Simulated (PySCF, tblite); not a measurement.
# C3H9FSSi2: geometry, infrared bands and NMR shifts

Aim: predict the infrared bands and NMR shifts of C3H9FSSi2 (`F/C([SiH3])=C\C[SiH2]S`).

Programs: tblite 0.8.0 and PySCF 2.14.0, with density-fitted response routines of our own. Each step states its level of theory. These are calculated values for one molecule in the gas phase, unless marked as measured. Atoms are numbered from 0 throughout.

**1. The starting structure**

16 atoms, charge 0, multiplicity 1; geometry from: force field or distance geometry start.

Bonds of the start (Å): F0–C1 1.36, C1–Si2 1.86, C1–C3 1.35, C3–C4 1.52, C4–Si5 1.89, Si5–S6 2.11, Si2–H7 1.46, Si2–H8 1.48, Si2–H9 1.46, C3–H10 1.08, C4–H11 1.09, C4–H12 1.10, Si5–H13 1.49, Si5–H14 1.49, S6–H15 1.42.

**2. Relaxing the molecule with GFN2-xTB**

Job settings and geometry (Å):

```
{"job": {"kind": "relax", "xc": "GFN2-xTB", "basis": "xTB"}, "charge": 0, "multiplicity": 1}
F      0.966700    -1.003100     1.706800
C      1.317300    -0.507200     0.492300
Si     3.083100    -0.078200     0.086800
C      0.380800    -0.320300    -0.459600
C     -1.059800    -0.676300    -0.135200
Si    -1.943600     0.978700    -0.382900
S     -4.039700     0.754100    -0.298800
H      3.772100    -1.344200    -0.175200
H      3.012700     0.779600    -1.113200
H      3.693200     0.636700     1.208400
H      0.657500     0.065000    -1.433400
H     -1.183200    -1.056300     0.881100
H     -1.426900    -1.336100    -0.929800
H     -1.375400     1.857800     0.677400
H     -1.530600     1.579300    -1.678800
H     -4.331900    -0.320600     0.584000
```

Run with:

```sh
$ OMP_NUM_THREADS=1 python probes_run.py task.json out
```

One launch serves the whole session: the jobs run in the order shown.

**Question.** This job is followed by: GFN2-xTB harmonic vibrations, gas phase; GIAO PBE0/pcSseg-1 NMR shielding, non-relativistic, gas phase. Predict these results of the whole session: strongest single infrared mode (GFN2-xTB); zero-point energy (GFN2-xTB); 13C shifts against TMS (PBE0/pcSseg-1); 1H shifts against TMS (PBE0/pcSseg-1, means over atoms taken as alike); 19F shifts against CFCl3 (PBE0/pcSseg-1); 29Si shifts against TMS (PBE0/pcSseg-1); 33S shifts against CS2 (PBE0/pcSseg-1).

As calculated:

| quantity | value |
| --- | --- |
| strongest single infrared mode (GFN2-xTB) | 2271 cm⁻¹, 347 km/mol |
| zero-point energy (GFN2-xTB) | 63.0 kcal/mol |
| 13C shifts against TMS (PBE0/pcSseg-1) | 170.2, 128.0, 20.2 ppm |
| 1H shifts against TMS (PBE0/pcSseg-1, means over atoms taken as alike) | 5.53, 4.66, 4.17, 2.16, 0.05 ppm |
| 19F shifts against CFCl3 (PBE0/pcSseg-1) | -108.8 ppm |
| 29Si shifts against TMS (PBE0/pcSseg-1) | -34.6, -80.2 ppm |
| 33S shifts against CS2 (PBE0/pcSseg-1) | -240 ppm |

What this shows: Relaxing lowered the energy by 0.504 eV in 109 steps; the close pair that moved most is S6–H15, from 1.421 to 1.325 Å. All 42 modes are real, so the xTB geometry is a minimum. The strongest single mode, at 2271 cm⁻¹, moves mainly H9 and H7. GFN2-xTB is a fitted tight-binding method: band positions and strengths are rough. Its intensities can rank the bands wrongly. H10 (hydrogen on an alkene CH) lies farthest downfield among hydrogen, at 5.53 ppm; a vinylic proton, deshielded by the sp2 carbon and the C=C anisotropy. At PBE0/pcSseg-1: The widest tensor belongs to F0: span 275 ppm, with a paramagnetic part of -199 ppm.
